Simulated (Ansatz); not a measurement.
GaGe:

```
CELL_PARAMETERS angstrom
0.00000 2.89784 2.89784
2.89784 0.00000 2.89784
2.89784 2.89784 0.00000
ATOMIC_POSITIONS crystal
Ge 0.00000 0.00000 0.00000
Ga 0.25000 0.25000 0.25000
```

The cell comes from a database or a generator and needn't be the stable form of this composition.

Base run:

| Quantity | Value |
| --- | --- |
| Program | Ansatz 0.2.0 |
| Functional | BLYP |
| Potentials or basis | Ansatz PAW |
| Cutoff | 420 eV |
| Density cutoff | 1680 eV |
| k mesh | 8 × 8 × 8 |
| Occupations | fermi-dirac, width 0.05 eV |
| Spin | no spin polarisation |

Its results: band gap on the k mesh none (metal or under the smearing width); pressure 3.3 GPa.

The run is repeated on the same cell with these changes: functional from BLYP to RPBE. What comes out?

Band gap on the k mesh none (metal or under the smearing width); pressure 1.9 GPa.

Caveats: the potentials were made for another functional, which shifts forces and pressure; the PAW data sets come from PBE, with cores solved anew for the run's functional, which leaves a small shift of forces and pressure.

Not every run made on this cell is shown here.
